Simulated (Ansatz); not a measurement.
I need a comparison of enthalpies under pressure of two structures of In3Sb. Use Ansatz 0.2.0, Python API. Level of theory (first run): PBEsol, PAW, cutoff 435 eV, 5×5×5 k-points, Fermi-Dirac smearing of 0.01 eV.

`transition_in3sb.py`:
```python
'''Pressure at which two phases of In3Sb cross.'''

import warnings

import ansatz as az
import numpy as np


def fe3al(a_site, b_site, a):
    return (
        az.Lattice.fcc(a)
        .space_group(225)
        .atom(a_site, [0, 0, 0])
        .atom(b_site, [0.5, 0.5, 0.5])
        .atom(b_site, [0.25, 0.25, 0.25])
        .primitive()
    )


def cu3au(first, second, a):
    return (
        az.Lattice.cubic(a)
        .space_group(221)
        .atom(first, [0, 0, 0])
        .atom(second, [0, 0.5, 0.5])
    )


def run_phase(name, crystal, pressure=0.0):
    calc = crystal.calculation()
    calc = calc.functional(az.Functional.PBESOL).basis(16 * az.Ha)
    calc = calc.kpoints(spacing=0.3).occupations('fermi_dirac', width=0.01)
    calc = calc.relax(force_tolerance=0.02, cell=True, pressure=pressure)
    return calc.run()


def volume_per_atom(outcome):
    return abs(np.linalg.det(outcome.lattice.cell_ang)) / len(outcome.lattice.sites)

warnings.simplefilter('ignore', az.DeckWarning)

phases = {}
phases['Fe3Al'] = fe3al('Sb', 'In', 7.68)
phases['Cu3Au'] = cu3au('Sb', 'In', 4.84)

# enthalpy per atom at each pressure
pressures = [0, 5, 10, 20]
enthalpy, volume = {name: [] for name in phases}, {name: [] for name in phases}
for p in pressures:
    for name, crystal in phases.items():
        o = run_phase(name, crystal, pressure=p)
        volume[name].append(volume_per_atom(o))
        enthalpy[name].append(o.report['energy_sigma0_ev'] / len(o.lattice.sites) + p * volume[name][-1] / 160.21766)
gap = np.array(enthalpy['Cu3Au']) - np.array(enthalpy['Fe3Al'])
rows = [(p, va, vb, 1000 * d) for p, va, vb, d in zip(pressures, volume['Fe3Al'], volume['Cu3Au'], gap)]
print('   P (GPa)  V Fe3Al (A^3/atom)  V Cu3Au (A^3/atom)  H(Cu3Au) - H(Fe3Al) (meV/atom)')
for row in rows:
    print(f'{row[0]:10d}  {row[1]:18.3f}  {row[2]:18.3f}  {row[3]:+30.1f}')
crossings = [p0 - g0 * (p1 - p0) / (g1 - g0) for p0, p1, g0, g1 in zip(pressures, pressures[1:], gap, gap[1:]) if g0 * g1 < 0]
print('crossing near', [round(float(p), 1) for p in crossings], 'GPa') if crossings else print('no crossing in this range')
```

```console
$ python transition_in3sb.py
   P (GPa)  V Fe3Al (A^3/atom)  V Cu3Au (A^3/atom)  H(Cu3Au) - H(Fe3Al) (meV/atom)
         0              25.899              26.910                           +69.8
         5              23.945              24.235                           +86.1
        10              22.590              22.789                           +93.2
        20              20.744              20.667                           +97.0
no crossing in this range
```

What to keep in mind:
- At a fixed pressure a relaxation lowers the enthalpy F + PV, while F alone can rise.
- For the metals among these phases the mesh is modest: differences between phases can be off by up to 40 meV an atom.
- Only these two structures are compared, at zero temperature and with their symmetry kept; either may be hypothetical, and another phase may be lower than both. Differences under about 40 meV an atom lie within the error of mesh and functional.
- The cells are prototypes set up for this calculation and needn't exist.
- Run time: 100 s on 1 thread of Arm Neoverse V2 (shared host), peak memory 0.49 GiB.
